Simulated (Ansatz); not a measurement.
TaCuN₂, space group R-3m: a convergence test of the k-point mesh, run with the Ansatz DFT code, driven from Python.

Script `kconv_tacun2.py`:
```python
import logging
import sys
import warnings

import ansatz as az
import pandas as pd

logging.basicConfig(stream=sys.stdout, format='[%(levelname)s] %(message)s')
logger = logging.getLogger('run')
logger.setLevel(logging.INFO)


def main() -> None:
    warnings.simplefilter('ignore', az.DeckWarning)

    lattice = az.Lattice.of(
        [1.568, 0.90528522, 5.81266667],
        [-1.568, 0.90528522, 5.81266667],
        [0.0, -1.81057044, 5.81266667],
    )
    sites = [
        ('Ta', [0.5, 0.5, 0.5]),
        ('Cu', [0.0, 0.0, 0.0]),
        ('N', [0.119, 0.119, 0.119]),
        ('N', [0.881, 0.881, 0.881]),
    ]
    crystal = az.Crystal(lattice=lattice)
    for symbol, position in sites:
        crystal = crystal.atom(symbol, position)

    model = (
        crystal.calculation()
        .functional('pbesol')
        .occupations('Fermi-Dirac')
        .forces()
        .stress()
    )

    rows = []
    for value in [(4, 4, 4), (6, 6, 6), (8, 8, 8), (10, 10, 10)]:
        summary = model.kpoints(mesh=value).run(threads=1, backend='cpu').report
        rows.append((value, summary['free_energy_ev'] / len(summary['lattice']['sites']), summary['n_iterations'], sum(summary['stress_gpa'][i][i] for i in range(3)) / 3, max(abs(f) for row in summary['forces_ev_ang'] for f in row), summary['n_kpoints']))

    table = pd.DataFrame(rows, columns=['mesh', 'F/atom (eV)', 'iterations', 'P (GPa)', 'max component (eV/A)', 'k-points'])
    print(table.round(5).to_string(index=False))

    for row in rows[:-1]:
        shift = 1000 * (row[1] - rows[-1][1])
        logger.info(f'{row[0]}: {shift:+.2f} meV/atom' + ('  (within 5 meV)' if abs(shift) < 5 else ''))


if __name__ == '__main__':
    main()
```

How fast does the energy converge with the mesh (threshold 5 meV an atom)?

From 6×6×6 on it stays within 5 meV an atom of the value at 10×10×10; the first row (4×4×4) is off by 24.2 meV and the last but one by 0.40 meV. The pressure moves from 18.11 to 17.57 GPa.

The output:

Running `python kconv_tacun2.py` prints:
```text
        mesh  F/atom (eV)  iterations  P (GPa)  max component (eV/A)  k-points
   (4, 4, 4)  -4288.26048           7 18.10584               6.47766        13
   (6, 6, 6)  -4288.28197           7 17.63083               6.41847        32
   (8, 8, 8)  -4288.28425           7 17.58038               6.40872        65
(10, 10, 10)  -4288.28464           7 17.57022               6.40757       116
[INFO] (4, 4, 4): +24.17 meV/atom
[INFO] (6, 6, 6): +2.68 meV/atom  (within 5 meV)
[INFO] (8, 8, 8): +0.40 meV/atom  (within 5 meV)
```

No spin polarisation was allowed. Pressure is positive in compression. Spin-orbit coupling, which matters for elements this heavy, is left out. At these settings the cell as given stands under about 18 GPa, so it isn't at this functional's equilibrium volume and may be a high-pressure phase. The structure is a deposited one; some such entries were measured under pressure or heat, so a shift against it needn't be the functional's error alone. Shifts are counted from the finest mesh, which is itself no proven limit. Timing: 15 s on 1 thread of Intel(R) Xeon(R) Processor @ 2.30GHz, with other jobs on the host, peak memory 0.66 GiB.
